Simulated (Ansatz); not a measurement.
**BLYP/6-31G(d) (spherical functions) run of Si2H6O2 (SMILES O[SiH2][SiH2]O)**

What is the vertical singlet–triplet gap of Si2H6O2 at BLYP/6-31G* (spherical functions)? 

The calculation is run with Ansatz 0.2.0.

48 further runs of the same task are left out: 48 set aside as unsound or not needed. Runs told in other sessions of the task aren't counted.

**1. The system as given**

Si2H6O2 has 10 atoms, charge 0, and is taken as a singlet. As SMILES, `O[SiH2][SiH2]O`. The coordinates come from a PBE0-D4/def2-TZVP relaxation. This is one conformer, not always the lowest.

Bond lengths: O1–Si2 1.656 Å, Si2–Si3 2.357 Å, Si3–O4 1.656 Å, O1–H5 0.958 Å, Si2–H6 1.487 Å, Si2–H7 1.494 Å, Si3–H8 1.493 Å, Si3–H9 1.487 Å, O4–H10 0.958 Å. Some angles: O1–Si2–Si3 112.1°, Si2–Si3–O4 112.1°, O1–Si2–H6 105.4°, O1–Si2–H7 111.3°, Si3–Si2–H6 110.5°, Si3–Si2–H7 109.5°, Si2–O1–H5 117.4°, Si2–Si3–H8 109.5°, Si2–Si3–H9 110.5°, O4–Si3–H8 111.3°.

**2. The energy at BLYP/6-31G(d) (spherical functions)**

Contents of input.yaml:

```yaml
crystal:
  periodic: [false, false, false]
  atoms:
    - {symbol: O, position_ang: [-1.023300, 1.887700, 1.029000]}
    - {symbol: Si, position_ang: [0.114300, 0.686000, 0.959700]}
    - {symbol: Si, position_ang: [-0.148600, -0.673600, -0.947700]}
    - {symbol: O, position_ang: [0.987200, -1.877000, -1.014900]}
    - {symbol: H, position_ang: [-1.013300, 2.545500, 0.332800]}
    - {symbol: H, position_ang: [-0.079100, -0.112900, 2.199100]}
    - {symbol: H, position_ang: [1.498300, 1.246700, 0.986300]}
    - {symbol: H, position_ang: [-1.533500, -1.232000, -0.975500]}
    - {symbol: H, position_ang: [0.047500, 0.124300, -2.187300]}
    - {symbol: H, position_ang: [0.975700, -2.534100, -0.318000]}
basis:
  gaussian:
    orbitals: 6-31G_st_-spherical.json
hamiltonian:
  xc: {name: BLYP}
accuracy: high
output: {orbitals: {seedname: orbitals}}
```

The basis set 6-31G* is read from a file made from the Basis Set Exchange's data (not shown).

The run is started by

```bash
$ ansatz run input.yaml --threads 1 --pin off --max-ram 2610MiB --events-out events.jsonl --progress --plain --runs-dir runs
```

Output:

```text
Warning: RAYON_NUM_THREADS=1 ignored (pool sized by the plan → 1); use --threads N
Functional definition: BLYP
  name "BLYP"
  parameter beta = 0.0042
  parameter a = 0.04918
  parameter b = 0.132
  parameter c = 0.2533
  parameter d = 0.349
  exchange = b88_x(beta = beta)
  correlation = lyp_c(a = a, b = b, c = c, d = d)
1719 factors; integrals over basis functions are off by at most 8.4e-9 eV
mean field evaluation 1: about -19935.2610 eV, gradient 7.8e1 eV
mean field evaluation 2: about -19882.3273 eV, gradient 1.8e2 eV
mean field evaluation 4: about -19945.7903 eV, gradient 4.7e0 eV
mean field evaluation 8: about -19945.8447 eV, gradient 3.4e-2 eV
mean field evaluation 16: about -19945.8447 eV, gradient 3.4e-6 eV
mean field -19945.84470295 eV, -732.9962730544 hartree, gradient 3.7e-8 eV, S^2 0.000000; 0 other end points of the search recorded, 0 dependent functions left out
reference -19945.84476348 eV, -732.9962752787 hartree; 25, 25 occupied and 51, 51 virtual orbitals, 1719 factors
Total energy: -19945.84476348 eV, -732.9962752787 hartree
```

Run time: 6.6 s. Hardware: 1 thread of Arm Neoverse V1, shared host; peak memory 0.2 GiB.

**3. The triplet**

Contents of in.yaml:

```yaml
crystal:
  periodic: [false, false, false]
  atoms:
    - {symbol: O, position_ang: [-1.023300, 1.887700, 1.029000]}
    - {symbol: Si, position_ang: [0.114300, 0.686000, 0.959700]}
    - {symbol: Si, position_ang: [-0.148600, -0.673600, -0.947700]}
    - {symbol: O, position_ang: [0.987200, -1.877000, -1.014900]}
    - {symbol: H, position_ang: [-1.013300, 2.545500, 0.332800]}
    - {symbol: H, position_ang: [-0.079100, -0.112900, 2.199100]}
    - {symbol: H, position_ang: [1.498300, 1.246700, 0.986300]}
    - {symbol: H, position_ang: [-1.533500, -1.232000, -0.975500]}
    - {symbol: H, position_ang: [0.047500, 0.124300, -2.187300]}
    - {symbol: H, position_ang: [0.975700, -2.534100, -0.318000]}
basis:
  gaussian:
    orbitals: 6-31G_st_-spherical.json
magnetization:
  spin_polarized: true
  initial_magnetization: 2
hamiltonian:
  xc: {name: BLYP}
accuracy: high
output: {orbitals: {seedname: orbitals}}
```

The basis set 6-31G* is read from a file made from the Basis Set Exchange's data (not shown).

The run is started by

```bash
$ ansatz run in.yaml --threads 1 --pin off --max-ram 2610MiB --events-out events.jsonl --progress --plain --runs-dir runs
```

Output, shortened:

```text
Warning: RAYON_NUM_THREADS=1 ignored (pool sized by the plan → 1); use --threads N
[... 9 set-up lines as earlier in the session ...]
1719 factors; integrals over basis functions are off by at most 8.4e-9 eV
mean field evaluation 1: about -19930.4505 eV, gradient 5.5e1 eV
mean field evaluation 2: about -19847.3972 eV, gradient 1.4e2 eV
mean field evaluation 4: about -19940.5581 eV, gradient 1.2e1 eV
mean field evaluation 8: about -19941.5112 eV, gradient 6.2e-1 eV
mean field evaluation 16: about -19941.5133 eV, gradient 5.4e-5 eV
mean field evaluation 32: about -19939.8989 eV, gradient 4.3e-1 eV
mean field -19941.51333389 eV, -732.8370981771 hartree, gradient 3.1e-8 eV, S^2 2.001623; 1 other end points of the search recorded, 0 dependent functions left out
reference -19941.51339576 eV, -732.8371004511 hartree; 26, 24 occupied and 50, 52 virtual orbitals, 1719 factors
Total energy: -19941.51339576 eV, -732.8371004511 hartree
```

It took 14 s on 1 thread of Arm Neoverse V1, shared host; peak memory 0.26 GiB.

**4. Outcome**

Level: BLYP/6-31G* (spherical functions).

| quantity | value |
| --- | --- |
| singlet: total energy | -732.99628 Eh |
| singlet: HOMO energy | -5.78 eV |
| singlet: LUMO energy | -1.27 eV |
| singlet: HOMO–LUMO gap | 4.51 eV |
| triplet: total energy | -732.83710 Eh |
| triplet: HOMO energy (highest over α and β) | -1.91 eV |
| triplet: ⟨S²⟩ | 2.002 |
| vertical energy of the triplet above the singlet | 4.331 eV |

**Reading.** At this shape the triplet lies 4.33 eV (418 kJ/mol) above the singlet.
